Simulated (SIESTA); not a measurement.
Write an ASE script for SIESTA 5.4.2 that does the following.

| Quantity | Value |
| --- | --- |
| Task | band structure |
| Functional | optB88-vdW |
| Potentials or basis | PseudoDojo 0.4 standard (PBE files) |
| Basis | DZP (energy shift 0.003 Ry; two zetas on semicore shells) |
| Grid cutoff | 800 Ry |
| Energy shift | 0.003 Ry |
| k mesh | 8 × 8 × 1 |
| Occupations | fermi-dirac, width 0.05 eV |
| Spin | no spin polarisation |
| dipole correction | yes |

The structure of Mg4Cd3 lies in Mg4Cd3.cif:

```cif
data_Mg4Cd3
_cell_length_a 3.31428776
_cell_length_b 3.31428776
_cell_length_c 26.50661535
_cell_angle_alpha 90.00000000
_cell_angle_beta 90.00000000
_cell_angle_gamma 90.00000000
_space_group_name_H-M_alt 'P1'
_space_group_name_Hall 'P 1'
_space_group_IT_number 1
loop_
_space_group_symop_operation_xyz
'x,y,z'
loop_
_atom_site_label
_atom_site_type_symbol
_atom_site_symmetry_multiplicity
_atom_site_Wyckoff_symbol
_atom_site_fract_x
_atom_site_fract_y
_atom_site_fract_z
_atom_site_occupancy
Mg1 Mg 1 a 0.5000000000 0.5000000000 0.2829482339 1
Cd1 Cd 1 a 0.0000000000 0.0000000000 0.3552988226 1
Mg2 Mg 1 a 0.5000000000 0.5000000000 0.4276494113 1
Cd2 Cd 1 a 0.0000000000 0.0000000000 0.5000000000 1
Mg3 Mg 1 a 0.5000000000 0.5000000000 0.5723505887 1
Cd3 Cd 1 a 0.0000000000 0.0000000000 0.6447011774 1
Mg4 Mg 1 a 0.5000000000 0.5000000000 0.7170517661 1
```

These files were run (other wordings do the same):

run.py

```python
from ase.io import read
from ase.calculators.siesta import Siesta
from ase.units import Ry, GPa

atoms = read("Mg4Cd3.cif")

fdf = {
    'SCFMustConverge': False,
    'OccupationFunction': 'FD',
    'ElectronicTemperature': '0.05 eV',
    'Slab.DipoleCorrection': 'vacuum',
    'MaxSCFIterations': '120',
    'SCF.Mixer.Method': 'Pulay',
    'SCF.Mixer.Weight': '0.25',
    'SCF.Mixer.History': '8',
    'SCF.DM.Tolerance': '5.0e-05',
    'SCF.H.Tolerance': '1.0e-03 eV',
    'WriteForces': 'true',
    'Charge.Mulliken': 'end',
    'Charge.Hirshfeld': 'end',
    'Charge.Voronoi': 'end',
    'SaveRho': 'true',
    'SaveElectrostaticPotential': 'true',
    'BandLinesScale': 'ReciprocalLatticeVectors',
    'BandLines': ['  1    0.000000   0.000000   0.000000  \\Gamma', ' 11    0.000000   0.500000   0.000000  X', ' 11    0.500000   0.500000   0.000000  M', ' 16    0.000000   0.000000   0.000000  \\Gamma', '  2    0.000000   0.000000   0.500000  Z', ' 11    0.000000   0.500000   0.500000  R', ' 11    0.500000   0.500000   0.500000  A', ' 16    0.000000   0.000000   0.500000  Z', '  1    0.000000   0.500000   0.000000  X', '  2    0.000000   0.500000   0.500000  R', '  1    0.500000   0.500000   0.000000  M', '  2    0.500000   0.500000   0.500000  A'],
    'PAO.Basis': ['Mg.1 4', 'n=2 0 2', '  2.599 0.000', 'n=3 0 2', '  8.196 0.000', 'n=2 1 2', '  2.937 0.000', 'n=3 1 1', '  8.196', 'Cd.2 5', 'n=4 0 2', '  2.625 0.000', 'n=5 0 2', '  7.520 0.000', 'n=4 1 2', '  2.973 0.000', 'n=5 1 1', '  7.520', 'n=4 2 2', '  4.584 0.000'],
}
calc = Siesta(
    label="Mg4Cd3",
    command="siesta < PREFIX.fdf > PREFIX.out",
    pseudo_path="pseudos",
    pseudo_qualifier="",
    xc=('VDW', 'KBM'),
    basis_set="DZP",
    mesh_cutoff=800 * Ry,
    energy_shift=0.003 * Ry,
    kpts=[8, 8, 1],
    spin="non-polarized",
    fdf_arguments=fdf,
)
atoms.calc = calc

print(f"energy = {atoms.get_potential_energy():.6f} eV")
free = atoms.get_potential_energy(force_consistent=True)
print(f"free energy = {free:.6f} eV")
print("forces (eV/A):")
print(atoms.get_forces(apply_constraint=False).round(6))
print("stress (GPa, Voigt order, tension positive):", (atoms.get_stress() / GPa).round(4))
```

Potentials or basis: PseudoDojo 0.4 standard (PBE files), DZP (energy shift 0.003 Ry; two zetas on semicore shells).

Run with:

```console
$ python run.py
```

Results of the run:

* Largest force: 0.121 eV/Å
* Band gap on the k mesh: none (metal or under the smearing width)
* Hirshfeld charges: Mg +0.01; Cd -0.01 e
* Voronoi charges: Mg +0.02, +0.04; Cd -0.04 e
* Work function: 3.51 eV

Caveat: Mulliken charges of long-ranged orbitals can have an unphysical sign; the potentials were made for another functional, which shifts forces and pressure; the basis of atomic orbitals isn't converged, which shifts pressures, moduli and gaps.

Wall time 4.3 min on 1 thread of Arm Neoverse V2 (shared host), peak memory 1.1 GiB.
